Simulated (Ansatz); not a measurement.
# CH4O3Si: basis-set convergence

Aim: see how fast density functionals converge with the basis set for CH4O3Si.

Program: Ansatz 0.2.0, Gaussian basis. Level of theory: one geometry, several basis sets. These are calculated values, not measurements.

The runs, in order: PBE0-D4/def2-SVP; ωB97M-V/def2-SVP; PBE0-D4/def2-QZVPP; ωB97M-V/def2-QZVPP; the functionals' def2-TZVPP values are taken from earlier runs.

## (1) Structure used throughout

The geometry comes from an earlier relaxation with PBE0-D4 in a triple-zeta def2 set; it is a stationary point, not always the lowest conformer.

SMILES `O=C(O)O[SiH3]`, 9 atoms, charge 0, spin multiplicity 1.

Atoms are counted from 1 here; the program's logs count them from 0.

Bond lengths: O1–C2 1.204 Å, C2–O3 1.331 Å, C2–O4 1.322 Å, O3–H6 0.965 Å, O4–Si5 1.693 Å, Si5–H7 1.479 Å, Si5–H8 1.479 Å, Si5–H9 1.479 Å. Angles: O1–C2–O3 124.9°, O1–C2–O4 124.8°, O3–C2–O4 110.3°, C2–O3–H6 106.4°, C2–O4–Si5 117.1°, O4–Si5–H7 110.1°, O4–Si5–H8 102.7°, O4–Si5–H9 110.1°, H7–Si5–H8 111.0°, H7–Si5–H9 111.7°, H8–Si5–H9 111.0°.

## (2) PBE0-D4 in def2-SVP

File in.yaml:

```yaml
crystal:
  periodic: [false, false, false]
  atoms:
    - {symbol: O, position_ang: [0.945203, -1.131083, 0.643707]}
    - {symbol: C, position_ang: [1.059045, 0.001614, 0.250573]}
    - {symbol: O, position_ang: [2.189858, 0.703331, 0.264894]}
    - {symbol: O, position_ang: [0.076974, 0.726537, -0.257611]}
    - {symbol: Si, position_ang: [-1.448055, -0.001526, -0.357682]}
    - {symbol: H, position_ang: [2.864378, 0.126176, 0.643544]}
    - {symbol: H, position_ang: [-1.388499, -1.184284, -1.242932]}
    - {symbol: H, position_ang: [-2.278434, 1.065948, -0.956040]}
    - {symbol: H, position_ang: [-1.932071, -0.353110, 0.994445]}
basis:
  gaussian: {orbitals: def2-SVP}
hamiltonian: {xc: pbe0, dispersion: d4}
output: {orbitals: {seedname: orbitals}}
```

The run is started by

```sh
$ ansatz run in.yaml --threads 2 --pin off --events-out ev --progress --plain --max-ram 4352MiB
```

After this run come: ωB97M-V in def2-SVP; PBE0-D4 in def2-QZVPP; ωB97M-V in def2-QZVPP.

Q: Predict the results of all the runs planned. Wanted: PBE0-D4: double and triple zeta above quadruple; ωB97M-V: double and triple zeta above quadruple.

The runs gave:

| quantity | value |
| --- | --- |
| PBE0-D4: double and triple zeta above quadruple | 12.09, 0.66 eV |
| ωB97M-V: double and triple zeta above quadruple | 12.27, 0.62 eV |

**Reading.** PBE0-D4 gains 11.43 eV from double to triple zeta, then 0.66 eV more. These are total energies; as a rule much of such shifts cancels in differences, which this series doesn't test. The LUMO of ωB97M-V is positive and keeps falling with the basis (2.40 to 1.16 eV): an unbound level that the basis holds in place.
